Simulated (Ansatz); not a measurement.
Born–Oppenheimer molecular dynamics of a periodic cell of 16 atoms, WC (start crystal WC, start structure P-6m2, volume 1.05 times the crystal's). It starts from a structure without forces on its atoms.

The calculation used DFT PBEsol, scalar-relativistic, plane waves, PAW in Ansatz 0.2.0. Settings: accuracy low, PAW set soft_1, cutoff 420 eV, k mesh 3x3x3, fermi-dirac smearing 0.24 eV, no spin polarisation.

| Property | Result |
| --- | --- |
| ensemble | NVT, Langevin thermostat |
| time step | 0.75 fs |
| steps asked | 170 |
| set temperature | 2800 K |
| friction | 0.02 /fs |
| seed | 231470 |

Frames 3.75 fs apart, positions in Å, forces in eV/Å.

Velocities at 67.5 fs (Å/ps):

```
W -2.92 -2.07 2.71
C 7.12 32.72 -11.14
W -0.47 4.56 1.76
C -4.44 -0.20 -37.44
W 6.42 -5.00 10.79
C -9.60 3.70 6.14
W 1.88 -1.18 -7.25
C -8.62 -20.67 -5.18
W -0.77 -1.31 -3.09
C -19.85 -4.83 13.54
W 2.12 1.68 5.03
C 2.47 7.57 -28.06
W 1.66 1.39 -3.77
C 12.36 1.82 -6.44
W 0.28 -1.25 3.18
C 21.87 5.35 2.95
```

```xyz
16
Lattice="-2.9530 -5.1148 0.0000 4.4296 -2.5574 0.0000 0.0000 0.0000 5.7734" Properties=species:S:1:pos:R:3:forces:R:3 time_fs=67.5 energy_less_start_eV=5.613 T=3312
W 0.125 -5.185 -0.037 1.01 -0.92 2.09
C 1.526 -4.547 1.542 0.82 2.34 -1.01
W 0.143 -5.327 2.925 -2.13 4.03 -2.22
C 1.449 -4.193 4.141 0.39 -1.45 3.20
W -1.478 -2.598 0.104 1.00 -0.97 -1.51
C -0.009 -1.754 1.512 0.72 -0.55 0.09
W -1.554 -2.743 2.965 3.63 1.52 -0.40
C -0.074 -1.605 4.340 0.19 -2.34 0.54
W 1.245 -2.623 0.022 4.87 0.16 -0.16
C 3.230 -1.788 1.427 -2.50 -0.04 0.86
W 1.669 -2.545 2.952 -3.80 -1.52 -2.67
C 2.821 -1.585 4.344 1.72 -3.62 1.53
W 0.090 -0.051 0.006 -1.35 -1.10 1.54
C -1.154 -4.452 1.333 -3.47 1.10 2.63
W 0.097 -0.098 2.887 0.26 0.07 0.41
C -1.374 -4.480 4.643 -1.36 3.27 -4.92
16
Lattice="-2.9530 -5.1148 0.0000 4.4296 -2.5574 0.0000 0.0000 0.0000 5.7734" Properties=species:S:1:pos:R:3:forces:R:3 time_fs=71.25 energy_less_start_eV=6.026 T=3076
W 0.118 -5.194 -0.025 1.72 -1.11 1.80
C 1.548 -4.429 1.504 0.28 1.15 -0.77
W 0.139 -5.314 2.927 -1.97 4.69 -3.68
C 1.442 -4.204 4.013 0.65 -1.43 5.21
W -1.455 -2.615 0.141 0.65 -0.72 -2.27
C -0.050 -1.732 1.560 1.40 -0.77 -0.86
W -1.542 -2.747 2.937 3.25 1.54 -0.03
C -0.115 -1.708 4.329 0.75 -0.61 0.70
W 1.245 -2.621 0.011 4.79 0.05 0.53
C 3.146 -1.821 1.476 -1.04 0.08 -0.37
W 1.677 -2.541 2.969 -4.64 -1.34 -4.06
C 2.825 -1.564 4.261 2.17 -4.07 3.64
W 0.093 -0.043 -0.010 -1.22 -1.20 1.71
C -1.136 -4.436 1.336 -3.83 1.00 2.59
W 0.101 -0.101 2.901 -0.20 0.19 0.44
C -1.298 -4.436 4.630 -2.75 2.53 -4.59
16
Lattice="-2.9530 -5.1148 0.0000 4.4296 -2.5574 0.0000 0.0000 0.0000 5.7734" Properties=species:S:1:pos:R:3:forces:R:3 time_fs=75 energy_less_start_eV=6.174 T=2499
W 0.113 -5.205 -0.010 1.13 -0.57 1.32
C 1.585 -4.315 1.495 -0.45 -0.04 -0.94
W 0.138 -5.301 2.927 -2.33 4.20 -4.20
C 1.439 -4.234 3.941 0.97 -0.84 6.22
W -1.431 -2.626 0.176 0.07 -0.38 -3.02
C -0.081 -1.711 1.605 1.96 -0.98 -1.69
W -1.529 -2.747 2.912 2.94 1.50 0.66
C -0.170 -1.793 4.325 1.59 0.55 0.80
W 1.256 -2.620 -0.003 4.55 0.03 1.00
C 3.095 -1.887 1.508 -0.18 1.08 -1.18
W 1.681 -2.539 2.975 -5.31 -1.58 -4.48
C 2.850 -1.588 4.219 2.50 -3.46 4.66
W 0.096 -0.031 -0.026 -1.11 -1.34 1.72
C -1.167 -4.400 1.368 -3.05 0.24 1.86
W 0.106 -0.104 2.911 -0.51 0.35 0.59
C -1.258 -4.378 4.571 -2.76 1.23 -3.32
16
Lattice="-2.9530 -5.1148 0.0000 4.4296 -2.5574 0.0000 0.0000 0.0000 5.7734" Properties=species:S:1:pos:R:3:forces:R:3 time_fs=78.75 energy_less_start_eV=5.951 T=2656
W 0.104 -5.220 0.007 0.16 0.29 0.43
C 1.607 -4.254 1.495 -0.98 -0.67 -1.11
W 0.135 -5.287 2.926 -2.81 3.14 -4.05
C 1.431 -4.277 3.933 1.38 0.17 6.30
W -1.408 -2.636 0.208 -0.77 -0.03 -3.89
C -0.084 -1.701 1.623 2.19 -1.04 -2.04
W -1.518 -2.740 2.887 2.57 1.61 1.64
C -0.208 -1.865 4.346 2.30 1.49 0.49
W 1.268 -2.613 -0.016 4.45 -0.27 1.23
C 3.049 -1.952 1.521 0.60 2.04 -1.77
W 1.683 -2.540 2.970 -5.70 -2.23 -3.87
C 2.885 -1.635 4.205 2.52 -2.39 4.65
W 0.104 -0.019 -0.043 -1.27 -1.37 1.75
C -1.233 -4.360 1.411 -1.84 -0.76 0.92
W 0.110 -0.108 2.916 -0.78 0.51 0.66
C -1.261 -4.306 4.465 -2.04 -0.50 -1.33
16
Lattice="-2.9530 -5.1148 0.0000 4.4296 -2.5574 0.0000 0.0000 0.0000 5.7734" Properties=species:S:1:pos:R:3:forces:R:3 time_fs=82.5 energy_less_start_eV=5.542 T=2828
W 0.096 -5.243 0.020 -0.26 1.05 -0.04
C 1.607 -4.215 1.498 -1.21 -1.09 -1.06
W 0.131 -5.266 2.928 -2.64 2.05 -3.29
C 1.441 -4.319 3.994 1.23 0.84 5.51
W -1.392 -2.646 0.242 -1.71 0.33 -4.75
C -0.075 -1.720 1.632 2.37 -0.70 -2.05
W -1.505 -2.726 2.876 2.07 2.25 2.44
C -0.213 -1.940 4.397 2.57 2.31 -0.33
W 1.277 -2.605 -0.026 4.58 -0.77 1.50
C 3.028 -1.987 1.516 0.92 2.57 -1.85
W 1.679 -2.546 2.965 -5.18 -2.56 -2.76
C 2.937 -1.686 4.236 1.89 -1.41 3.41
W 0.119 -0.002 -0.056 -1.57 -1.48 1.89
C -1.306 -4.325 1.479 -0.75 -1.68 -0.26
W 0.119 -0.107 2.914 -1.08 0.44 0.65
C -1.300 -4.243 4.323 -1.26 -2.16 0.99
16
Lattice="-2.9530 -5.1148 0.0000 4.4296 -2.5574 0.0000 0.0000 0.0000 5.7734" Properties=species:S:1:pos:R:3:forces:R:3 time_fs=86.25 energy_less_start_eV=5.152 T=2638
W 0.083 -5.264 0.031 0.01 1.47 -0.11
C 1.616 -4.172 1.476 -1.46 -1.58 -0.37
W 0.128 -5.238 2.935 -2.00 1.31 -2.50
C 1.470 -4.336 4.091 0.56 0.86 4.06
W -1.384 -2.657 0.270 -2.30 0.73 -5.52
C -0.040 -1.719 1.603 2.06 -0.70 -1.53
W -1.499 -2.705 2.869 1.87 2.96 2.58
C -0.208 -1.973 4.459 2.52 2.64 -1.42
W 1.286 -2.602 -0.027 4.90 -1.06 1.54
C 3.008 -1.979 1.480 1.08 2.58 -1.25
W 1.675 -2.559 2.958 -3.94 -2.04 -1.62
C 3.014 -1.714 4.291 0.59 -0.98 1.52
W 0.139 0.012 -0.068 -1.86 -1.67 2.11
C -1.367 -4.332 1.504 0.04 -1.55 -0.56
W 0.132 -0.103 2.904 -1.51 0.43 0.59
C -1.352 -4.191 4.223 -0.56 -3.41 2.49
16
Lattice="-2.9530 -5.1148 0.0000 4.4296 -2.5574 0.0000 0.0000 0.0000 5.7734" Properties=species:S:1:pos:R:3:forces:R:3 time_fs=90 energy_less_start_eV=4.888 T=2807
W 0.069 -5.288 0.043 0.33 1.89 -0.05
C 1.577 -4.157 1.455 -1.09 -1.91 0.35
W 0.124 -5.208 2.942 -1.56 0.52 -1.63
C 1.488 -4.362 4.217 0.09 0.90 2.22
W -1.382 -2.673 0.293 -2.54 1.38 -6.17
C 0.023 -1.707 1.579 1.22 -1.05 -1.14
W -1.496 -2.684 2.863 1.65 3.52 2.51
C -0.191 -1.950 4.511 2.13 2.42 -2.20
W 1.295 -2.596 -0.027 5.23 -1.38 1.58
C 3.007 -1.950 1.429 0.86 2.16 -0.21
W 1.663 -2.578 2.949 -2.73 -1.46 -0.81
C 3.057 -1.754 4.367 -0.39 -0.36 -0.35
W 0.161 0.017 -0.074 -2.11 -1.91 2.26
C -1.430 -4.358 1.510 0.96 -0.91 -0.45
W 0.145 -0.104 2.895 -2.19 0.49 0.72
C -1.414 -4.141 4.167 0.15 -4.31 3.38
16
Lattice="-2.9530 -5.1148 0.0000 4.4296 -2.5574 0.0000 0.0000 0.0000 5.7734" Properties=species:S:1:pos:R:3:forces:R:3 time_fs=93.75 energy_less_start_eV=4.839 T=2670
W 0.061 -5.310 0.046 0.58 2.19 -0.08
C 1.552 -4.186 1.454 -0.88 -1.59 0.75
W 0.118 -5.180 2.944 -0.96 -0.15 -0.79
C 1.532 -4.377 4.357 -0.59 0.62 0.31
W -1.381 -2.689 0.314 -2.53 1.85 -6.85
C 0.117 -1.710 1.541 -0.08 -1.01 -0.32
W -1.495 -2.664 2.852 1.73 2.93 3.23
C -0.171 -1.901 4.569 1.64 1.95 -2.98
W 1.301 -2.595 -0.031 5.90 -1.81 1.84
C 3.017 -1.906 1.394 0.63 1.43 0.65
W 1.655 -2.601 2.945 -1.74 -0.97 -0.48
C 3.093 -1.812 4.409 -1.14 0.45 -1.35
W 0.182 0.016 -0.075 -2.25 -2.20 2.32
C -1.456 -4.388 1.511 1.58 -0.21 -0.21
W 0.160 -0.108 2.883 -2.73 0.36 0.89
C -1.473 -4.136 4.164 0.83 -3.86 3.08
16
Lattice="-2.9530 -5.1148 0.0000 4.4296 -2.5574 0.0000 0.0000 0.0000 5.7734" Properties=species:S:1:pos:R:3:forces:R:3 time_fs=97.5 energy_less_start_eV=5.194 T=2937
W 0.057 -5.333 0.049 0.82 2.45 -0.33
C 1.540 -4.248 1.453 -0.87 -0.77 1.07
W 0.119 -5.154 2.944 -0.66 -0.81 -0.22
C 1.598 -4.393 4.487 -1.29 0.33 -1.24
W -1.386 -2.708 0.326 -1.84 2.42 -7.52
C 0.220 -1.717 1.513 -1.49 -0.67 0.51
W -1.493 -2.638 2.838 1.99 1.67 4.34
C -0.113 -1.851 4.624 0.45 1.48 -3.81
W 1.304 -2.601 -0.036 6.98 -2.30 2.27
C 3.038 -1.869 1.373 0.46 0.68 1.32
W 1.651 -2.625 2.941 -0.97 -0.58 -0.38
C 3.106 -1.880 4.429 -1.47 1.20 -1.69
W 0.207 0.013 -0.076 -2.30 -2.28 2.59
C -1.425 -4.386 1.524 1.32 -0.27 -0.01
W 0.167 -0.109 2.869 -2.69 0.24 0.93
C -1.524 -4.152 4.188 1.55 -2.78 2.17
16
Lattice="-2.9530 -5.1148 0.0000 4.4296 -2.5574 0.0000 0.0000 0.0000 5.7734" Properties=species:S:1:pos:R:3:forces:R:3 time_fs=101.25 energy_less_start_eV=6.092 T=2466
W 0.058 -5.346 0.057 1.00 2.76 -0.82
C 1.512 -4.309 1.464 -0.53 -0.06 1.03
W 0.126 -5.123 2.940 -0.57 -1.63 0.42
C 1.663 -4.412 4.614 -1.82 0.19 -2.61
W -1.387 -2.722 0.331 -0.94 2.63 -7.57
C 0.306 -1.732 1.489 -2.73 0.01 1.48
W -1.493 -2.611 2.821 2.22 0.26 5.30
C -0.028 -1.807 4.682 -1.32 1.14 -4.98
W 1.316 -2.608 -0.039 8.27 -2.98 2.81
C 3.040 -1.818 1.358 0.62 -0.34 1.97
W 1.647 -2.651 2.937 -0.29 -0.03 -0.25
C 3.139 -1.933 4.438 -1.94 1.68 -1.81
W 0.231 0.003 -0.076 -2.32 -1.93 3.24
C -1.351 -4.388 1.551 0.24 -0.25 -0.11
W 0.164 -0.106 2.854 -2.13 0.17 0.99
C -1.557 -4.178 4.234 2.25 -1.62 0.92
16
Lattice="-2.9530 -5.1148 0.0000 4.4296 -2.5574 0.0000 0.0000 0.0000 5.7734" Properties=species:S:1:pos:R:3:forces:R:3 time_fs=105 energy_less_start_eV=6.868 T=2685
W 0.059 -5.354 0.065 1.21 3.03 -1.34
C 1.479 -4.356 1.471 0.13 0.50 0.82
W 0.138 -5.089 2.937 -0.57 -2.66 1.24
C 1.706 -4.398 4.719 -2.06 -0.26 -3.74
W -1.384 -2.736 0.334 0.09 2.87 -7.47
C 0.350 -1.739 1.489 -3.22 0.18 1.70
W -1.491 -2.596 2.799 2.38 -0.58 6.00
C 0.040 -1.712 4.682 -1.67 -0.71 -5.01
W 1.338 -2.620 -0.036 7.65 -2.24 2.68
C 3.046 -1.774 1.378 0.69 -1.24 2.10
W 1.644 -2.677 2.932 0.09 0.61 -0.13
C 3.159 -1.946 4.424 -2.09 1.80 -1.51
W 0.249 -0.007 -0.076 -2.79 -1.31 4.14
C -1.256 -4.398 1.568 -1.30 0.01 -0.25
W 0.159 -0.107 2.837 -1.48 0.34 1.45
C -1.560 -4.232 4.311 2.96 -0.35 -0.68
16
Lattice="-2.9530 -5.1148 0.0000 4.4296 -2.5574 0.0000 0.0000 0.0000 5.7734" Properties=species:S:1:pos:R:3:forces:R:3 time_fs=108.75 energy_less_start_eV=7.388 T=2412
W 0.060 -5.356 0.081 1.48 2.93 -1.88
C 1.439 -4.402 1.479 1.13 1.16 0.42
W 0.147 -5.060 2.932 -0.63 -3.70 2.37
C 1.738 -4.352 4.774 -2.03 -1.14 -4.39
W -1.385 -2.745 0.334 0.80 2.95 -7.25
C 0.332 -1.714 1.532 -2.59 -0.85 0.37
W -1.483 -2.583 2.784 2.43 -0.86 6.18
C 0.113 -1.630 4.628 -1.45 -2.59 -4.44
W 1.366 -2.635 -0.037 5.80 -0.41 3.11
C 3.053 -1.728 1.445 0.56 -1.83 1.50
W 1.643 -2.698 2.924 0.13 1.29 0.12
C 3.157 -1.927 4.397 -1.75 1.60 -0.81
W 0.267 -0.015 -0.073 -3.83 -0.87 4.85
C -1.186 -4.400 1.586 -2.66 0.33 -0.71
W 0.158 -0.115 2.821 -1.29 1.02 2.35
C -1.559 -4.306 4.366 3.89 0.97 -1.79
```

Of the whole run (128 fs, mean temperature of the second half 2662 K): A run of 0.13 ps of so small a system gives no equilibrium averages. Limits of this set-up: coarse k mesh, PAW files made for another functional, low accuracy level.

The run took 18 min on 2 threads of Intel(R) Xeon(R) Platinum 8259CL CPU @ 2.50GHz (Skylake/Cascade Lake), on a shared host, peak memory 0.83 GiB.
